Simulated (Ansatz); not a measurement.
# RuF (quartet): wave-function methods side by side, def2-QZVPP

The task here is to estimate one member of a computed series from the others.

Computed with Ansatz 0.2.0, Gaussian basis. Level: def2-QZVPP, core rule «outside noble gas», up to 5 orbitals frozen.

The runs, in order: UHF; ROHF; CCSD(T) on UHF.

**What is computed**

The geometry is a PBE0/def2-TZVP stationary point (not a proven minimum). No spin-orbit coupling is included. Elements past krypton take def2 core potentials.

2 atoms, charge 0, spin multiplicity 4.

Atoms are counted from 1 here; the program's logs count them from 0.

Bond lengths: Ru1–F2 1.896 Å.

The first run:

in.yaml reads:

```yaml
crystal:
  periodic: [false, false, false]
  atoms:
    - {symbol: Ru, position_ang: [0.000000, 0.000000, 0.000000]}
    - {symbol: F, position_ang: [0.000000, 0.000000, 1.895800]}
basis:
  gaussian: {orbitals: "def2-QZVPP.json"}
magnetization: {spin_polarized: true, initial_magnetization: 3}
hamiltonian: {xc: hf}
output: {orbitals: {seedname: orbitals}}
```

Started as:

```bash
$ ansatz run in.yaml --threads 1 --pin off --events-out ev --progress --plain --max-ram 4096MiB --backend cpu
```

Steps of the session up to this table: UHF; ROHF; CCSD(T) on UHF.

One table of the session follows, with a row left open; its other results are not shown here.

| method | from UCCSD(T) (meV) |
| --- | --- |
| ROHF | +14198.0 |
| UHF | ? |
| UMP2 | +410.2 |
| UCCSD | +554.8 |
| UCCSD(T) | 0 |

**Question.** Estimate the row for UHF.

As computed: from UCCSD(T) (meV): +13978.8. In the column «from UCCSD(T) (meV)» it lies between UCCSD (+554.8) and ROHF (+14198.0).
